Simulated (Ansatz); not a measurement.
**Na: how the settings move a relaxation**

How sensitive is a relaxation of Na to its settings? A reference run comes first, then one run with altered input.

Program: Ansatz 0.2.0. Level of theory: reference: DFT, LDA, PAW with Ansatz's default frozen-core files, scalar-relativistic. These are calculated values, not measurements.

### 1 Starting point

The structure is cubic, space group Im-3m (No. 229). The conventional cell has a = 4.239 Å, b = 4.239 Å, c = 4.239 Å, α = 90.00°, β = 90.00°, γ = 90.00°. Around Na (site symmetry m-3m) lie 8 Na at 3.67 Å.

As a file:

```cif
data_structure
_symmetry_space_group_name_H-M 'P 1'
_symmetry_Int_Tables_number 1
_cell_length_a 3.6709
_cell_length_b 3.6709
_cell_length_c 3.6709
_cell_angle_alpha 109.471
_cell_angle_beta 109.471
_cell_angle_gamma 109.471
_cell_volume 38.08
loop_
_atom_site_label
_atom_site_type_symbol
_atom_site_fract_x
_atom_site_fract_y
_atom_site_fract_z
_atom_site_occupancy
Na1 Na 0.00000 0.00000 0.00000 1
```

### 2 Reference

input.yaml

```yaml
crystal:
  lattice:
    - [-2.1193722587, 2.1193722587, 2.1193722587]
    - [2.1193722587, -2.1193722587, 2.1193722587]
    - [2.1193722587, 2.1193722587, -2.1193722587]
  atoms:
    - { symbol: Na, position: [0.0, 0.0, 0.0] }
kpoints:
  mp_grid: { grid: [11, 11, 11] }
scf:
  occupations: { method: fermi_dirac, width: 0.05 }
hamiltonian:
  xc: lda
  pseudopotentials: { kind: paw }
output:
  forces: true
  stress: true
  efg: { contact_densities: true }
relax:
  f_tol: 0.005
  max_steps: 80
  cell: {}
```

The run is started by

```sh
$ ansatz run input.yaml --threads 1 --pin off --max-ram 2048MiB --backend cpu --events-out ev --progress --plain --runs-dir out
```

### 3 Changed: symmetry.detect false, ecutrho_ratio 4

input.yaml, as its differences from that of step 2:

```diff
@@ -7,2 +7,3 @@
     - { symbol: Na, position: [0.0, 0.0, 0.0] }
+  symmetry: { detect: false }
 kpoints:
@@ -22 +23,3 @@
   cell: {}
+basis:
+  ecutrho_ratio: 4
```

**Question.** What will these runs give? Wanted: for each run, ending; energy change; pressure; gap; force.

**Answer**, as computed:

```tsv
run	ending	energy change	pressure (GPa)	gap (eV)	force (eV/Å)	cycles	time
reference	converged	0	0.0	0.00	0.00	21	5.3 s
1: symmetry.detect false, ecutrho_ratio 4	converged	0.0 meV/atom	0.0	0.00	0.00	21	74 s
```

What this shows: Energy and cycle count are those of the reference, so the change (use of symmetry) left the result and the number of cycles as they were. Cost: 74 s against 5.3 s.
